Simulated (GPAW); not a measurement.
A run of GPAW 26.7.0 is set up as follows.

Contents of run.py:

```python
from ase import Atoms
from ase.dft.bandgap import bandgap
from ase.io import write
from ase.units import Bohr, GPa
from gpaw import GPAW, PW
from gpaw.elf import elf_from_dft_calculation

atoms = Atoms(['W', 'Ta', 'C', 'C'],
              cell=[[1.5718551461, 0.9075109917, 5.1016196719],
                    [-1.5718551461, 0.9075109917, 5.1016196719],
                    [0.0, -1.8150219835, 5.1016196719]],
              scaled_positions=[[0.0, 0.0, 0.0],
                                [0.5, 0.5, 0.5],
                                [0.250933, 0.250933, 0.250933],
                                [0.749067, 0.749067, 0.749067]],
              pbc=True)

calc = GPAW(mode=PW(800),
            xc='PBE',
            kpts={'size': (7, 7, 7), 'gamma': True},
            occupations={'name': 'fermi-dirac', 'width': 0.05},
            nbands=33,
            convergence={'density': 1e-05, 'energy': 1e-05},
            maxiter=150,
            txt='gpaw.txt')
atoms.calc = calc
energy = atoms.get_potential_energy()
forces = atoms.get_forces()
stress = atoms.get_stress()
calc.write('gs.gpw')
write('result.traj', atoms)
print(f'Energy: {energy:.6f} eV')
print('Forces (eV/A):')
print(forces.round(4))
print('Stress (GPa):', (stress / GPa).round(3))
print('Fermi level:', round(calc.get_fermi_level(), 4), 'eV')
print(f'Gap: {bandgap(calc)[0]:.4f} eV, direct: {bandgap(calc, direct=True)[0]:.4f} eV')

# fields on the real-space grid
write('density.cube', atoms, data=calc.get_pseudo_density() * Bohr**3)
write('potential.cube', atoms, data=calc.get_electrostatic_potential())
write('elf.cube', atoms, data=elf_from_dft_calculation(calc).data)
```

Potentials or basis: GPAW PAW data sets (gpaw-data 1.2.1), pw.

Launch:

```console
$ OMP_NUM_THREADS=1 python run.py
```

(1) Estimate the largest force.

(2) Estimate the pressure.

## Answers

(1) 0.076 eV/Å.

(2) -2.4 GPa.

Caveat: the density grid can change from cell to cell, which puts small steps into energies and stress; the program warned that so skewed a cell can give wrong results.
